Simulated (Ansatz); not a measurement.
# Sn: the cost of one run

Program: Ansatz 0.2.0. Level of theory: DFT LDA, scalar-relativistic, plane waves, PAW. These are calculated values, not measurements.

3 further runs of the same task are left out: 2 that didn't finish, 1 set aside as unsound or not needed.

**1. Starting point**

It takes space group Fd-3m (No. 227, cubic). Conventional cell: a = 6.476 Å, b = 6.476 Å, c = 6.476 Å, α = 90.00°, β = 90.00°, γ = 90.00°. Sn (site symmetry -43m) is surrounded by 4 Sn at 2.80 Å.

Structure file:

```cif
data_structure
_symmetry_space_group_name_H-M 'P 1'
_symmetry_Int_Tables_number 1
_cell_length_a 4.5794
_cell_length_b 4.5794
_cell_length_c 4.5794
_cell_angle_alpha 60.000
_cell_angle_beta 60.000
_cell_angle_gamma 60.000
_cell_volume 67.91
loop_
_atom_site_label
_atom_site_type_symbol
_atom_site_fract_x
_atom_site_fract_y
_atom_site_fract_z
_atom_site_occupancy
Sn1 Sn 0.50000 0.50000 0.50000 1
Sn2 Sn 0.75000 0.75000 0.75000 1
```

This cell was relaxed beforehand with the same method: volume 33.95 Å³/atom, gap on the mesh none (metal).

**2. Phonons at Γ, at rest**

File input.yaml:

```yaml
crystal:
  lattice:
    - [0.0, 3.2381289419, 3.2381289419]
    - [3.2381289419, 0.0, 3.2381289419]
    - [3.2381289419, 3.2381289419, 0.0]
  atoms:
    - { symbol: Sn, position: [0.5, 0.5, 0.5] }
    - { symbol: Sn, position: [0.75, 0.75, 0.75] }
basis:
  ecutwfc: 420
kpoints:
  mp_grid: { grid: [12, 12, 12] }
hamiltonian:
  xc: lda
scf:
  occupations: { method: fermi_dirac, width: 0.15 }
output:
  eigenvalues: true
phonons:
  method: dfpt
  eigenvectors: true
```

Started as:

```sh
$ ansatz run input.yaml --threads 1 --pin off --max-ram 3072MiB --backend cpu --events-out ev --progress --plain --runs-dir out
```

**Question.** How long does this run take on 1 thread of AMD EPYC 7R43 (Zen 3), shared host, and how much memory does it need?

About 40 s, with a peak of 0.91 GiB.
